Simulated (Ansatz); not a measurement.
# C₅H₁₃GaN₂: small, medium and large basis sets

The task here is to estimate one member of a computed series from the others.

Method: one geometry, several basis sets; program: Ansatz 0.2.0, Gaussian basis.

Plan: PBE0-D4/def2-SVP; ωB97M-V/def2-SVP; PBE0-D4/def2-QZVPP; ωB97M-V/def2-QZVPP; the functionals' def2-TZVPP values are taken from earlier runs.

1 further run of the same task is left out (it didn't finish). Runs told in other sessions of the task aren't counted.

**Structure used throughout**

The geometry comes from an earlier relaxation with PBE0-D4 in a triple-zeta def2 set; it is a stationary point, not always the lowest conformer.

SMILES `CC1=[N+](C)[GaH-]([CH3])[N]1C`, 21 atoms, charge 0, spin multiplicity 1.

Atoms are counted from 1 here; the program's logs count them from 0.

Bond lengths: C1–C2 1.491 Å, C1–H9 1.093 Å, C1–H10 1.088 Å, C1–H11 1.093 Å, C2–N3 1.322 Å, C2–N7 1.321 Å, N3–C4 1.432 Å, N3–Ga5 2.017 Å, C4–H12 1.090 Å, C4–H13 1.098 Å, C4–H14 1.098 Å, Ga5–C6 1.972 Å, Ga5–N7 2.019 Å, Ga5–H15 1.574 Å, C6–H16 1.093 Å, C6–H17 1.092 Å, C6–H18 1.093 Å, N7–C8 1.433 Å and more. Angles: C2–C1–H9 110.1°, C2–C1–H10 111.9°, C2–C1–H11 110.0°, H9–C1–H10 108.8°, H9–C1–H11 107.1°, H10–C1–H11 108.8°, C1–C2–N3 123.3°, C1–C2–N7 125.2°, N3–C2–N7 111.5°, C2–N3–C4 123.6°, C2–N3–Ga5 91.5°, C4–N3–Ga5 144.8°, N3–C4–H12 109.2°, N3–C4–H13 112.7°, N3–C4–H14 112.7°, H12–C4–H13 107.2°, H12–C4–H14 107.2°, H13–C4–H14 107.6° and more.

Set-up of the first run:

Contents of in.yaml:

```yaml
crystal:
  periodic: [false, false, false]
  atoms:
    - {symbol: C, position_ang: [1.679413, -0.255153, -1.435437]}
    - {symbol: C, position_ang: [0.460564, 0.013623, -0.619030]}
    - {symbol: N, position_ang: [-0.550439, -0.833591, -0.524171]}
    - {symbol: C, position_ang: [-0.601222, -2.087007, -1.215152]}
    - {symbol: Ga, position_ang: [-1.562298, 0.426272, 0.682459]}
    - {symbol: C, position_ang: [-1.612001, -0.150157, 2.567345]}
    - {symbol: N, position_ang: [0.244722, 1.106539, 0.091295]}
    - {symbol: C, position_ang: [1.159048, 2.205754, 0.193157]}
    - {symbol: H, position_ang: [2.170021, -1.167792, -1.087959]}
    - {symbol: H, position_ang: [2.391335, 0.566269, -1.385251]}
    - {symbol: H, position_ang: [1.401195, -0.416858, -2.479875]}
    - {symbol: H, position_ang: [-1.502706, -2.623616, -0.918209]}
    - {symbol: H, position_ang: [0.253805, -2.734278, -0.980459]}
    - {symbol: H, position_ang: [-0.638345, -1.969156, -2.306511]}
    - {symbol: H, position_ang: [-2.748188, 1.149487, -0.057939]}
    - {symbol: H, position_ang: [-1.781119, 0.700778, 3.232055]}
    - {symbol: H, position_ang: [-0.671783, -0.626609, 2.851760]}
    - {symbol: H, position_ang: [-2.423357, -0.862478, 2.737125]}
    - {symbol: H, position_ang: [0.730291, 2.961871, 0.851594]}
    - {symbol: H, position_ang: [1.350177, 2.691006, -0.772353]}
    - {symbol: H, position_ang: [2.126288, 1.915795, 0.622657]}
basis:
  gaussian: {orbitals: def2-SVP}
hamiltonian: {xc: pbe0, dispersion: d4}
output: {orbitals: {seedname: orbitals}}
```

Command:

```
> ansatz run in.yaml --threads 4 --pin off --events-out ev --progress --plain --max-ram 41984MiB --backend cpu
```

Among the steps run: PBE0-D4 in def2-SVP; ωB97M-V in def2-SVP; PBE0-D4 in def2-QZVPP; ωB97M-V in def2-QZVPP.

One table of the session follows, with a row left open; its other results are not shown here.

It belongs to the step «Functionals by basis». 

| functional | basis | HOMO (eV) | LUMO (eV) |
| --- | --- | --- | --- |
| PBE0-D4 | def2-SVP | -5.93 | 0.51 |
| PBE0-D4 | def2-TZVPP | -6.02 | 0.39 |
| PBE0-D4 | def2-QZVPP | -6.04 | 0.30 |
| ωB97M-V | def2-SVP | -8.14 | 2.59 |
| ωB97M-V | def2-TZVPP | ? | ? |
| ωB97M-V | def2-QZVPP | -8.26 | 1.38 |

Q: Estimate the row for ωB97M-V, def2-TZVPP from the others.

As computed: HOMO (eV): -8.25; LUMO (eV): 2.17. In the column «HOMO (eV)» it lies between ωB97M-V, def2-QZVPP (-8.26) and ωB97M-V, def2-SVP (-8.14).
